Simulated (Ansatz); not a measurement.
# SrWO4: the cost of one run

Program: Ansatz 0.2.0. Level of theory: DFT PBEsol, scalar-relativistic, plane waves, PAW, and further levels as typed in the inputs. These are calculated values, not measurements.

### Step 1. The system as given

The structure is tetragonal, space group I4_1/a (No. 88). The conventional cell has a = 5.391 Å, b = 5.391 Å, c = 11.893 Å, α = 90.00°, β = 90.00°, γ = 90.00°. Sr (site symmetry -4) has 8 O at 2.49 to 2.55 Å as nearest neighbours. Around W (site symmetry -4) lie 4 O at 1.87 Å. O (site symmetry 1) is surrounded by 1 W at 1.87 Å and 2 Sr at 2.49 to 2.55 Å.

Coordinates:

```cif
data_structure
_symmetry_space_group_name_H-M 'I4_1/a:1'
_symmetry_Int_Tables_number 88
_cell_length_a 5.3910
_cell_length_b 5.3910
_cell_length_c 11.8930
_cell_angle_alpha 90.000
_cell_angle_beta 90.000
_cell_angle_gamma 90.000
_cell_volume 345.64
loop_
_atom_site_label
_atom_site_type_symbol
_atom_site_symmetry_multiplicity
_atom_site_Wyckoff_symbol
_atom_site_fract_x
_atom_site_fract_y
_atom_site_fract_z
_atom_site_occupancy
Sr1 Sr 4 a 0.00000 0.50000 0.25000 1
W1 W 4 b 0.50000 0.00000 0.25000 1
O1 O 16 f 0.74970 0.84250 0.16710 1
```

The structure rests on an entry of the Crystallography Open Database; cell or positions may have been set otherwise for this series.

### Step 2. Relaxing cell and atoms: SrWO4, no spin, 6 GPa

Input file input.yaml:

```yaml
crystal:
  lattice:
    - [-2.6955, 2.6955, 5.9465]
    - [2.6955, -2.6955, 5.9465]
    - [2.6955, 2.6955, -5.9465]
  atoms:
    - { symbol: Sr, position: [0.75, 0.25, 0.5] }
    - { symbol: Sr, position: [0.0, 0.0, 0.0] }
    - { symbol: W, position: [0.25, 0.75, 0.5] }
    - { symbol: W, position: [0.5, 0.5, 0.0] }
    - { symbol: O, position: [0.0096, 0.9168, 0.5922] }
    - { symbol: O, position: [0.6668, 0.5746, 0.4072] }
    - { symbol: O, position: [0.3246, 0.4174, 0.4078] }
    - { symbol: O, position: [0.1674, 0.2596, 0.5928] }
    - { symbol: O, position: [0.7404, 0.3332, 0.9078] }
    - { symbol: O, position: [0.0832, 0.6754, 0.0928] }
    - { symbol: O, position: [0.4254, 0.8326, 0.0922] }
    - { symbol: O, position: [0.5826, 0.9904, 0.9072] }
scf:
  occupations: { method: fixed }
output:
  forces: true
  stress: true
  eigenvalues: true
  write_density: true
  write_potential: true
  elf: true
  volumetric_format: npy
kpoints:
  mp_grid: { grid: [6, 6, 6] }
hamiltonian:
  xc: pbesol
relax:
  f_tol: 0.005
  max_steps: 60
  cell: { stress_tol: 0.03, p_target: 6.0 }
```

Launch:

```sh
$ ansatz run input.yaml --threads 16 --pin off --max-ram 32768MiB --backend cpu --events-out ev --progress --plain --runs-dir out
```

Q: Estimate wall time and peak memory on 16 threads of Intel Xeon Platinum 8375C at 2.90GHz (Ice Lake), shared host.

About 31 s, with a peak of 1.4 GiB.
